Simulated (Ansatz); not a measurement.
# P (bcc type): how the settings move a single-point run

Aim: see which settings change the result for P (bcc type), by how much, and at what cost.

Computed with Ansatz 0.2.0 (reference: DFT, LDA, PAW with other files of Ansatz's library (core large), scalar-relativistic, unless a step's input says otherwise).

**1. The system as given**

It takes space group Im-3m (No. 229, cubic). The conventional cell has a = 2.418 Å, b = 2.418 Å, c = 2.418 Å, α = 90.00°, β = 90.00°, γ = 90.00°. Around P (site symmetry m-3m) lie 8 P at 2.09 Å.

Structure file:

```
P
1.0
    -1.20883    1.20883    1.20883
     1.20883   -1.20883    1.20883
     1.20883    1.20883   -1.20883
P
1
Direct
  0.00000 0.00000 0.00000
```

**2. Baseline**

input.yaml

```yaml
crystal:
  lattice:
    - [-1.208834798, 1.208834798, 1.208834798]
    - [1.208834798, -1.208834798, 1.208834798]
    - [1.208834798, 1.208834798, -1.208834798]
  atoms:
    - { symbol: P, position: [0.0, 0.0, 0.0] }
kpoints:
  mp_grid: { grid: [17, 17, 17] }
scf:
  occupations: { method: fermi_dirac, width: 0.05 }
hamiltonian:
  xc: lda
  pseudopotentials: { kind: paw, core: large }
output:
  forces: true
  stress: true
  eigenvalues: true
```

Command:

```bash
> ansatz run input.yaml --threads 1 --pin off --max-ram 2048MiB --backend cpu --events-out ev --progress --plain --runs-dir out
```

**3. Variant: occupations.width 0.3, ecutwfc 350 eV**

input.yaml, as its differences from that of step 2:

```diff
@@ -10,3 +10,3 @@
 scf:
-  occupations: { method: fermi_dirac, width: 0.05 }
+  occupations: { method: fermi_dirac, width: 0.3 }
 hamiltonian:
@@ -18 +18,3 @@
   eigenvalues: true
+basis:
+  ecutwfc: "350 eV"
```

What does the calculation give? Wanted: for each run, ending; energy change; pressure; gap; force.

The runs gave:

| run | ending | energy change | pressure (GPa) | gap (eV) | force (eV/Å) | cycles | time |
| --- | --- | --- | --- | --- | --- | --- | --- |
| reference | converged | 0 | 270.7 | 0.00 | 0.00 | 6 | 1 s |
| 1: occupations.width 0.3, ecutwfc 350 eV | converged | +12.2 meV/atom (σ→0) | 270.6 | 0.00 | 0.00 | 6 | 0.9 s |

Residual by cycle in the longest SCF loop of each run; runs are numbered as in the table. The quantity is the density residual dr2, in eV.

| cycle | reference | run 1 |
| --- | --- | --- |
| 1 | 0.0274 | 0.0268 |
| 2 | 0.00511 | 0.00503 |
| 3 | 1.2e-5 | 1.1e-5 |
| 4 | 5.0e-8 | 5.3e-8 |
| 5 | 4.6e-11 | 3.7e-11 |
| 6 | 1.2e-13 | 8.2e-14 |

**Reading.** Changing the smearing and cutoff moves the energy by +12.2 meV/atom (σ→0 values). More than one kind of setting changed, and this run alone doesn't tell their shares apart. The log warns that the cutoff is under what these potentials recommend, so the shift holds truncation error. Semilocal functionals close small gaps, so the missing gap need not be the real solid's. Run 1 ran under the cutoff that the potentials recommend, as the log warns, so basis error is mixed into its values. The structure is not at rest: the sound run finds 271 GPa, so these are no properties of the relaxed crystal. 
